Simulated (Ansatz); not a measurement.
Which YAML input does this script hand to the engine? (the Python package of Ansatz (0.2.0))

`ru_elastic.py`:
```python
'''Stiffness tensor and moduli of Ru.'''

from dataclasses import dataclass
import warnings

import ansatz as az
import numpy as np


@dataclass(frozen=True)
class Settings:
    functional: str = 'r2scan'
    smearing: str = 'Gaussian'
    scf_tol: float = 1e-10
    mesh: tuple[int, ...] = (18, 18, 10)


settings = Settings()

warnings.simplefilter('ignore', az.DeckWarning)

lattice = az.Lattice.of(
    (2.7058, 0.0, 0.0),
    (-1.3529, 2.343292, 0.0),
    (0.0, 0.0, 4.2819),
)
sites = [
    ('Ru', (1 / 3, 2 / 3, 0.25)),
    ('Ru', (2 / 3, 1 / 3, 0.75)),
]
system = az.Crystal(lattice=lattice)
for symbol, position in sites:
    system = system.atom(symbol, position)

model = (
    system.calculation()
    .functional(settings.functional)
    .basis(24 * az.Ha)
    .occupations(settings.smearing, width=150 * az.meV)
    .scf(tolerance=settings.scf_tol)
    .kpoints(*settings.mesh)
)
done = model.elastic('clamped-ion', amplitude=0.01).run(threads=1)
elastic = done.elastic

print(np.array2string(np.round(elastic.c_gpa, 1) + 0.0, suppress_small=True))
print('Voigt stress of the unstrained cell (GPa, tension positive):', np.round(elastic.sigma0_gpa, 3) + 0.0)
print('smallest eigenvalue of C:', round(elastic.stability.min_eigenvalue_gpa, 1), 'GPa; tensor positive definite:', elastic.stability.min_eigenvalue_gpa > 0)
# averaged moduli need a positive definite tensor
if elastic.stability.min_eigenvalue_gpa > 0:
    m = elastic.moduli
    print(f'K = {m.k_hill_gpa:.1f}, G = {m.g_hill_gpa:.1f}, E = {m.youngs_gpa:.1f} GPa, Poisson ratio {m.poisson:.3f}, K/G = {m.k_hill_gpa / m.g_hill_gpa:.2f}')
```

Output of `python ru_elastic.py`:
```text
[[600.5 182.8 184.    0.    0.    0. ]
 [182.8 600.5 184.    0.    0.    0. ]
 [182.7 182.7 655.1   0.    0.    0. ]
 [  0.    0.    0.  196.8   0.    0. ]
 [  0.    0.    0.    0.  196.8   0. ]
 [  0.    0.    0.    0.    0.  208.9]]
Voigt stress of the unstrained cell (GPa, tension positive): [1.609 1.609 2.929 0.    0.    0.   ]
smallest eigenvalue of C: 196.8 GPa; tensor positive definite: True
K = 328.1, G = 207.3, E = 513.7 GPa, Poisson ratio 0.239, K/G = 1.58
```

`input.yaml`:
```yaml
crystal:
  lattice:
    - [2.7058, 0.0, 0.0]
    - [-1.3529, 2.343292, 0.0]
    - [0.0, 0.0, 4.2819]
  atoms:
    - { symbol: Ru, position: [0.3333333333333333, 0.6666666666666666, 0.25] }
    - { symbol: Ru, position: [0.6666666666666666, 0.3333333333333333, 0.75] }
basis:
  ecutwfc: 653.073269903712
kpoints:
  mp_grid:
    grid: [18, 18, 10]
hamiltonian:
  xc: r2scan
scf:
  convergence:
    dr2_threshold: 1.0e-10
  occupations:
    method: gaussian
    width: 0.15
elastic:
  mode: clamped_ion
  amplitude: 0.01
```

Notes:
- The run is spin-unpolarised.
- The cell isn't relaxed first, so the values belong to this volume.
- A positive definite tensor excludes instabilities under uniform strain alone; phonons elsewhere in the zone can still be imaginary.
- The cell stands under -2.0 GPa at these settings.
- The cell stands under an uneven stress, so these stress-strain coefficients aren't symmetric, and eigenvalues smaller than that stress decide nothing.
- These are clamped-ion constants: where atoms have free coordinates under strain, the relaxed-ion ones can be far smaller or negative, so this tensor doesn't settle whether the crystal is stable.
- Shear constants of a metal converge slowly with the k-point mesh and can be wrong in sign on a coarse one; the constants belong to the cell that was strained.
- Finished in 8.8 min on 1 thread of Arm Neoverse V1, on a shared host, peak memory 1.1 GiB.

(A comment or docstring line of the script was reworded after the run, the code is as it ran.)
